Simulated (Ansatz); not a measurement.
**CH5Cl2GaO: small, medium and large basis sets**

An exercise on one series of results from a longer session: the logs are not shown, and one member is left open.

Computed with Ansatz 0.2.0, Gaussian basis. Level: one geometry, several basis sets.

Plan: PBE0-D4/def2-SVP; ωB97M-V/def2-SVP; PBE0-D4/def2-QZVPP; ωB97M-V/def2-QZVPP; the functionals' def2-TZVPP values are taken from earlier runs.

## Structure used throughout

The geometry comes from an earlier relaxation with PBE0-D4 in a triple-zeta def2 set; it is a stationary point, not always the lowest conformer.

SMILES `[CH3][Ga-]([OH2+])([Cl])[Cl]`, 10 atoms, charge 0, spin multiplicity 1.

Atoms are counted from 1 here; the program's logs count them from 0.

Bond lengths: C1–Ga2 1.946 Å, C1–H6 1.090 Å, C1–H7 1.090 Å, C1–H8 1.091 Å, Ga2–O3 2.119 Å, Ga2–Cl4 2.183 Å, Ga2–Cl5 2.183 Å, O3–H9 0.968 Å, O3–H10 0.968 Å. Angles: Ga2–C1–H6 110.2°, Ga2–C1–H7 110.2°, Ga2–C1–H8 109.7°, H6–C1–H7 109.4°, H6–C1–H8 108.6°, H7–C1–H8 108.6°, C1–Ga2–O3 108.3°, C1–Ga2–Cl4 121.1°, C1–Ga2–Cl5 121.1°, O3–Ga2–Cl4 92.0°, O3–Ga2–Cl5 92.0°, Cl4–Ga2–Cl5 112.3°, Ga2–O3–H9 104.1°, Ga2–O3–H10 104.1°, H9–O3–H10 106.7°.

Set-up of the first run:

Input file in.yaml:

```yaml
crystal:
  periodic: [false, false, false]
  atoms:
    - {symbol: C, position_ang: [-1.562158, -0.523423, 0.289430]}
    - {symbol: Ga, position_ang: [-0.002444, 0.261271, -0.570213]}
    - {symbol: O, position_ang: [1.653141, 0.048144, 0.735106]}
    - {symbol: Cl, position_ang: [1.037774, -0.776642, -2.184078]}
    - {symbol: Cl, position_ang: [0.258921, 2.425769, -0.672973]}
    - {symbol: H, position_ang: [-1.770260, -0.013362, 1.230550]}
    - {symbol: H, position_ang: [-1.393664, -1.583694, 0.480687]}
    - {symbol: H, position_ang: [-2.431783, -0.421011, -0.361545]}
    - {symbol: H, position_ang: [2.313446, -0.419722, 0.204687]}
    - {symbol: H, position_ang: [1.980126, 0.951370, 0.851346]}
basis:
  gaussian: {orbitals: def2-SVP}
hamiltonian: {xc: pbe0, dispersion: d4}
output: {orbitals: {seedname: orbitals}}
```

Launch:

```
$ ansatz run in.yaml --threads 4 --pin off --events-out ev --progress --plain --max-ram 10444MiB
```

Among the steps run: PBE0-D4 in def2-SVP; ωB97M-V in def2-SVP; PBE0-D4 in def2-QZVPP; ωB97M-V in def2-QZVPP.

One of the session's tables, all rows but one given; the rest of the session is left out.

It belongs to the step «Functionals by basis». 

```
functional       basis  HOMO (eV)  LUMO (eV)
   PBE0-D4    def2-SVP      -8.18       0.17
   PBE0-D4  def2-TZVPP      -8.33      -0.31
   PBE0-D4  def2-QZVPP      -8.37      -0.57
   ωB97M-V    def2-SVP     -10.34       1.91
   ωB97M-V  def2-TZVPP     -10.52       1.26
   ωB97M-V  def2-QZVPP          ?          ?
```

Estimate the missing values for ωB97M-V, def2-QZVPP.

The run gave: HOMO (eV): -10.57; LUMO (eV): 0.80. In the column «HOMO (eV)» it is the lowest.
